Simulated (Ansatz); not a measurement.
Born–Oppenheimer molecular dynamics of a periodic cell of 16 atoms, WC (start crystal WC, start structure P-6m2, volume 1.05 times the crystal's). It starts from an unrelaxed structure (largest force component 0.06 eV/Å).

Theory: DFT PBE-D3(BJ), scalar-relativistic, plane waves, PAW in Ansatz. Settings: accuracy low, PAW set soft_1, cutoff 420 eV, k mesh 2x2x2, fermi-dirac smearing 0.24 eV, no spin polarisation.

```
ensemble             : NVT, Langevin thermostat
time step            : 1 fs
steps asked          : 420
set temperature      : 300 K
friction             : 0.02 /fs
temperature schedule : 420 steps to 2800 K
seed                 : 735138
```

Frames 5 fs apart, positions in Å, forces in eV/Å.

Velocities at 40.0 fs (Å/ps):

```
W 1.52 -1.28 -0.35
C 3.51 -10.88 1.82
W 0.05 -0.55 -3.73
C 0.23 2.20 3.85
W 1.35 0.04 1.87
C 1.33 -0.46 -1.45
W -0.31 0.45 1.05
C -5.33 6.75 -0.65
W -0.28 -1.00 0.32
C -5.58 2.42 2.55
W 0.33 0.15 -0.02
C -0.43 -4.38 -3.91
W -1.01 -1.19 -1.26
C -3.21 -7.32 1.59
W 0.61 1.51 -0.57
C -8.49 1.58 -3.54
```

```xyz
16
Lattice="-2.8988 -5.0209 0.0000 4.3482 -2.5104 0.0000 0.0000 0.0000 5.6934" Properties=species:S:1:pos:R:3:forces:R:3 time_fs=40.0 energy_less_start_eV=0.549 T=293
W -0.004 -5.038 -0.013 0.22 1.03 0.44
C 1.453 -4.235 1.495 -0.08 0.50 -0.88
W -0.016 -5.074 2.832 0.60 1.23 0.50
C 1.490 -4.175 4.286 -0.56 -0.07 -0.28
W -1.470 -2.567 -0.002 0.64 1.42 0.33
C -0.017 -1.686 1.426 0.07 0.06 -0.12
W -1.410 -2.549 2.838 -1.23 0.90 0.39
C 0.009 -1.641 4.314 -0.21 -0.54 -0.37
W 1.463 -2.516 0.041 -0.78 -0.49 -0.90
C 2.877 -1.659 1.365 0.19 -0.48 1.26
W 1.417 -2.456 2.864 1.36 -1.97 0.04
C 2.857 -1.613 4.323 0.37 -1.04 -0.96
W -0.002 0.030 -0.017 -0.54 -1.31 0.48
C -1.508 -4.271 1.403 1.00 0.96 0.46
W 0.021 -0.013 2.864 -1.49 0.28 -0.55
C -1.470 -4.166 4.250 0.45 -0.47 0.17
16
Lattice="-2.8988 -5.0209 0.0000 4.3482 -2.5104 0.0000 0.0000 0.0000 5.6934" Properties=species:S:1:pos:R:3:forces:R:3 time_fs=45.0 energy_less_start_eV=0.595 T=309
W 0.004 -5.044 -0.018 -0.14 0.74 0.28
C 1.479 -4.271 1.488 -0.50 0.97 -0.83
W -0.014 -5.078 2.814 0.59 1.35 1.15
C 1.484 -4.179 4.302 -0.48 -0.05 -0.56
W -1.463 -2.565 0.006 0.55 1.17 -0.02
C -0.009 -1.682 1.417 -0.01 -0.04 0.03
W -1.410 -2.546 2.840 -1.06 0.82 0.45
C -0.004 -1.610 4.304 0.00 -1.08 -0.27
W 1.462 -2.518 0.040 -0.80 -0.50 -0.96
C 2.847 -1.664 1.392 0.74 -0.52 0.61
W 1.420 -2.453 2.861 1.03 -2.28 0.11
C 2.856 -1.651 4.298 0.32 -0.23 -0.47
W -0.006 0.022 -0.021 -0.47 -0.93 0.79
C -1.505 -4.288 1.417 1.05 1.18 0.01
W 0.026 -0.005 2.861 -1.81 0.01 -0.67
C -1.500 -4.157 4.246 0.99 -0.60 0.35
16
Lattice="-2.8988 -5.0209 0.0000 4.3482 -2.5104 0.0000 0.0000 0.0000 5.6934" Properties=species:S:1:pos:R:3:forces:R:3 time_fs=50.0 energy_less_start_eV=0.643 T=346
W 0.012 -5.048 -0.021 -0.58 0.36 0.30
C 1.494 -4.288 1.464 -0.80 1.21 -0.47
W -0.014 -5.083 2.801 0.65 1.65 1.63
C 1.455 -4.187 4.312 -0.05 -0.05 -0.77
W -1.457 -2.565 0.018 0.45 1.11 -0.58
C 0.008 -1.664 1.404 -0.26 -0.25 0.24
W -1.411 -2.546 2.841 -0.94 0.97 0.44
C -0.012 -1.601 4.284 0.06 -1.26 0.01
W 1.460 -2.520 0.031 -0.68 -0.42 -0.76
C 2.825 -1.680 1.444 1.14 -0.36 -0.53
W 1.420 -2.450 2.858 0.66 -2.65 0.15
C 2.855 -1.692 4.273 0.29 0.51 0.05
W -0.019 0.013 -0.027 0.04 -0.56 1.04
C -1.492 -4.265 1.432 0.83 0.80 -0.40
W 0.028 0.006 2.862 -1.81 -0.26 -0.87
C -1.503 -4.147 4.245 1.00 -0.80 0.50
16
Lattice="-2.8988 -5.0209 0.0000 4.3482 -2.5104 0.0000 0.0000 0.0000 5.6934" Properties=species:S:1:pos:R:3:forces:R:3 time_fs=55.0 energy_less_start_eV=0.720 T=371
W 0.015 -5.052 -0.025 -0.82 0.07 0.41
C 1.498 -4.287 1.427 -0.96 1.26 0.18
W -0.009 -5.089 2.792 0.62 2.04 1.99
C 1.423 -4.196 4.319 0.50 -0.08 -0.94
W -1.449 -2.561 0.035 0.31 0.90 -1.38
C 0.011 -1.670 1.414 -0.33 0.04 0.06
W -1.415 -2.543 2.845 -0.98 0.84 0.52
C -0.007 -1.636 4.265 -0.12 -0.61 0.41
W 1.455 -2.524 0.020 -0.45 -0.35 -0.34
C 2.817 -1.687 1.500 1.35 -0.37 -1.77
W 1.416 -2.444 2.856 0.50 -3.23 0.18
C 2.857 -1.735 4.259 0.31 1.09 0.38
W -0.030 0.003 -0.035 0.57 -0.51 1.34
C -1.471 -4.223 1.440 0.43 0.10 -0.50
W 0.029 0.015 2.863 -1.49 -0.64 -0.92
C -1.476 -4.166 4.257 0.57 -0.56 0.38
16
Lattice="-2.8988 -5.0209 0.0000 4.3482 -2.5104 0.0000 0.0000 0.0000 5.6934" Properties=species:S:1:pos:R:3:forces:R:3 time_fs=60.0 energy_less_start_eV=0.805 T=460
W 0.017 -5.053 -0.028 -0.80 -0.06 0.53
C 1.494 -4.259 1.400 -0.98 1.02 0.63
W 0.002 -5.098 2.790 0.43 2.40 2.07
C 1.417 -4.213 4.312 0.63 0.06 -0.89
W -1.448 -2.559 0.047 0.34 0.75 -1.85
C 0.008 -1.663 1.423 -0.32 0.13 -0.09
W -1.425 -2.535 2.850 -0.82 0.66 0.36
C -0.015 -1.686 4.242 -0.08 0.21 0.90
W 1.451 -2.528 0.012 -0.33 -0.27 -0.07
C 2.829 -1.683 1.513 1.14 -0.53 -2.11
W 1.407 -2.443 2.858 0.93 -3.31 -0.05
C 2.878 -1.771 4.266 -0.10 1.43 0.18
W -0.042 -0.007 -0.044 1.27 -0.44 1.65
C -1.439 -4.181 1.451 -0.05 -0.54 -0.62
W 0.033 0.025 2.869 -1.13 -1.02 -1.14
C -1.429 -4.178 4.252 -0.11 -0.49 0.50
16
Lattice="-2.8988 -5.0209 0.0000 4.3482 -2.5104 0.0000 0.0000 0.0000 5.6934" Properties=species:S:1:pos:R:3:forces:R:3 time_fs=65.0 energy_less_start_eV=0.770 T=479
W 0.015 -5.056 -0.031 -0.66 0.02 0.60
C 1.452 -4.216 1.405 -0.28 0.55 0.47
W 0.014 -5.105 2.795 0.04 2.28 1.61
C 1.429 -4.230 4.299 0.47 0.14 -0.70
W -1.450 -2.558 0.054 0.20 0.84 -1.94
C -0.007 -1.627 1.419 -0.11 -0.34 0.04
W -1.433 -2.528 2.853 -0.66 0.58 0.19
C -0.005 -1.736 4.241 -0.42 0.91 0.96
W 1.445 -2.533 -0.002 -0.31 -0.19 0.48
C 2.866 -1.683 1.463 0.39 -0.43 -1.18
W 1.394 -2.447 2.869 1.63 -2.99 -1.00
C 2.883 -1.786 4.266 -0.12 1.42 -0.03
W -0.052 -0.020 -0.049 1.75 -0.14 1.69
C -1.423 -4.149 1.443 -0.28 -1.04 -0.39
W 0.040 0.031 2.878 -0.99 -1.22 -1.42
C -1.388 -4.189 4.240 -0.64 -0.39 0.62
16
Lattice="-2.8988 -5.0209 0.0000 4.3482 -2.5104 0.0000 0.0000 0.0000 5.6934" Properties=species:S:1:pos:R:3:forces:R:3 time_fs=70.0 energy_less_start_eV=0.800 T=477
W 0.009 -5.062 -0.029 -0.36 0.47 0.53
C 1.421 -4.153 1.421 0.18 -0.32 0.16
W 0.023 -5.114 2.805 -0.46 2.17 0.94
C 1.425 -4.233 4.254 0.44 0.07 0.07
W -1.456 -2.556 0.056 0.09 0.84 -1.70
C -0.021 -1.585 1.432 0.04 -1.01 -0.02
W -1.440 -2.521 2.854 -0.52 0.33 0.06
C -0.004 -1.780 4.250 -0.74 1.48 0.87
W 1.437 -2.536 -0.013 -0.32 -0.13 0.81
C 2.893 -1.683 1.385 -0.13 -0.23 0.21
W 1.385 -2.456 2.881 1.93 -2.47 -1.80
C 2.870 -1.773 4.263 0.17 1.00 -0.12
W -0.060 -0.032 -0.048 1.93 0.15 1.46
C -1.422 -4.149 1.436 -0.32 -0.91 -0.22
W 0.050 0.035 2.884 -1.18 -1.25 -1.42
C -1.384 -4.208 4.265 -0.76 -0.17 0.15
16
Lattice="-2.8988 -5.0209 0.0000 4.3482 -2.5104 0.0000 0.0000 0.0000 5.6934" Properties=species:S:1:pos:R:3:forces:R:3 time_fs=75.0 energy_less_start_eV=1.007 T=446
W 0.004 -5.072 -0.028 -0.07 1.13 0.38
C 1.399 -4.102 1.431 0.47 -1.09 -0.05
W 0.034 -5.119 2.816 -0.95 2.10 0.30
C 1.435 -4.240 4.200 0.18 0.19 1.11
W -1.462 -2.551 0.057 0.01 0.65 -1.29
C -0.033 -1.539 1.456 0.13 -1.87 -0.21
W -1.447 -2.514 2.854 -0.12 0.13 -0.02
C -0.007 -1.803 4.295 -0.92 1.63 -0.03
W 1.422 -2.537 -0.019 0.11 -0.14 1.04
C 2.914 -1.671 1.322 -0.54 -0.32 1.34
W 1.383 -2.467 2.888 1.73 -1.75 -2.00
C 2.849 -1.741 4.260 0.60 0.26 -0.09
W -0.060 -0.045 -0.048 1.78 0.64 1.19
C -1.423 -4.166 1.443 -0.31 -0.50 -0.29
W 0.060 0.032 2.885 -1.44 -0.86 -1.06
C -1.395 -4.212 4.295 -0.65 -0.19 -0.33
16
Lattice="-2.8988 -5.0209 0.0000 4.3482 -2.5104 0.0000 0.0000 0.0000 5.6934" Properties=species:S:1:pos:R:3:forces:R:3 time_fs=80.0 energy_less_start_eV=1.205 T=353
W -0.002 -5.078 -0.027 -0.02 1.64 0.27
C 1.397 -4.070 1.438 0.42 -1.66 -0.14
W 0.040 -5.119 2.826 -1.38 2.08 -0.30
C 1.439 -4.242 4.175 -0.05 0.32 1.66
W -1.472 -2.547 0.056 -0.07 0.49 -0.97
C -0.056 -1.519 1.470 0.39 -2.38 -0.31
W -1.459 -2.507 2.855 0.31 -0.15 -0.10
C -0.028 -1.797 4.343 -0.65 1.34 -1.14
W 1.409 -2.539 -0.026 0.43 -0.05 1.20
C 2.920 -1.665 1.288 -0.75 -0.42 1.97
W 1.387 -2.481 2.889 1.13 -0.93 -1.83
C 2.837 -1.705 4.256 0.72 -0.45 0.00
W -0.059 -0.054 -0.049 1.44 1.02 1.23
C -1.436 -4.186 1.432 -0.17 -0.18 -0.07
W 0.062 0.025 2.885 -1.66 -0.51 -0.90
C -1.433 -4.215 4.313 -0.10 -0.17 -0.58
16
Lattice="-2.8988 -5.0209 0.0000 4.3482 -2.5104 0.0000 0.0000 0.0000 5.6934" Properties=species:S:1:pos:R:3:forces:R:3 time_fs=85.0 energy_less_start_eV=1.269 T=334
W -0.007 -5.085 -0.025 -0.22 1.88 0.43
C 1.418 -4.056 1.429 0.12 -2.02 0.14
W 0.048 -5.118 2.839 -1.78 2.09 -0.85
C 1.432 -4.236 4.192 -0.06 0.30 1.44
W -1.482 -2.542 0.052 -0.14 0.11 -0.65
C -0.072 -1.536 1.483 0.66 -2.20 -0.42
W -1.470 -2.503 2.857 0.46 -0.48 -0.09
C -0.067 -1.781 4.364 0.03 0.94 -1.62
W 1.401 -2.547 -0.029 0.47 0.30 1.17
C 2.934 -1.671 1.280 -0.98 -0.33 2.20
W 1.398 -2.493 2.890 0.50 -0.44 -1.66
C 2.826 -1.680 4.257 0.79 -0.94 0.05
W -0.054 -0.060 -0.046 0.91 0.99 1.48
C -1.468 -4.203 1.420 0.35 0.02 0.14
W 0.060 0.022 2.887 -1.91 -0.58 -1.02
C -1.487 -4.242 4.330 0.79 0.35 -0.75
16
Lattice="-2.8988 -5.0209 0.0000 4.3482 -2.5104 0.0000 0.0000 0.0000 5.6934" Properties=species:S:1:pos:R:3:forces:R:3 time_fs=90.0 energy_less_start_eV=1.083 T=445
W -0.012 -5.091 -0.020 -0.50 1.74 0.73
C 1.449 -4.099 1.417 -0.40 -1.40 0.50
W 0.047 -5.113 2.857 -1.86 2.01 -1.21
C 1.422 -4.241 4.238 0.02 0.35 0.68
W -1.490 -2.541 0.050 0.14 -0.16 -0.74
C -0.063 -1.577 1.482 0.67 -1.65 -0.47
W -1.476 -2.501 2.862 0.44 -0.77 -0.07
C -0.079 -1.768 4.348 0.27 0.71 -1.29
W 1.397 -2.556 -0.025 0.46 0.49 1.25
C 2.935 -1.680 1.317 -0.97 -0.26 1.68
W 1.407 -2.500 2.889 0.27 -0.62 -1.59
C 2.814 -1.669 4.259 0.89 -1.14 0.15
W -0.048 -0.061 -0.043 0.24 0.68 1.76
C -1.503 -4.199 1.409 0.90 -0.11 0.31
W 0.058 0.019 2.882 -2.29 -0.88 -1.16
C -1.537 -4.275 4.324 1.72 1.01 -0.52
16
Lattice="-2.8988 -5.0209 0.0000 4.3482 -2.5104 0.0000 0.0000 0.0000 5.6934" Properties=species:S:1:pos:R:3:forces:R:3 time_fs=95.0 energy_less_start_eV=0.877 T=608
W -0.017 -5.094 -0.015 -0.69 1.11 0.95
C 1.466 -4.159 1.398 -0.80 -0.55 0.90
W 0.038 -5.102 2.870 -1.59 1.72 -1.18
C 1.432 -4.236 4.287 -0.34 0.23 -0.19
W -1.499 -2.540 0.047 0.70 -0.50 -0.93
C -0.025 -1.659 1.488 0.15 -0.34 -0.72
W -1.483 -2.497 2.866 0.54 -1.24 -0.11
C -0.089 -1.748 4.313 0.53 0.44 -0.57
W 1.390 -2.563 -0.021 0.57 0.62 1.22
C 2.914 -1.704 1.391 -0.59 0.03 0.53
W 1.419 -2.506 2.884 0.10 -1.03 -1.34
C 2.818 -1.688 4.254 0.79 -0.70 0.45
W -0.047 -0.058 -0.040 -0.25 0.07 2.17
C -1.510 -4.200 1.395 0.97 -0.27 0.55
W 0.059 0.017 2.873 -2.55 -1.34 -1.33
C -1.572 -4.311 4.322 2.45 1.75 -0.40
```

Of the whole run (420 fs, mean temperature of the second half 2009 K): The schedule's set-point averaged 2175 K over the second half and the system 2009 K. A run of 0.42 ps of so small a system gives no equilibrium averages. Limits of this set-up: coarse k mesh, low accuracy level.

Time of the run: 29 min on 1 thread of Arm Neoverse V2, with other jobs on the host, peak memory 0.58 GiB.
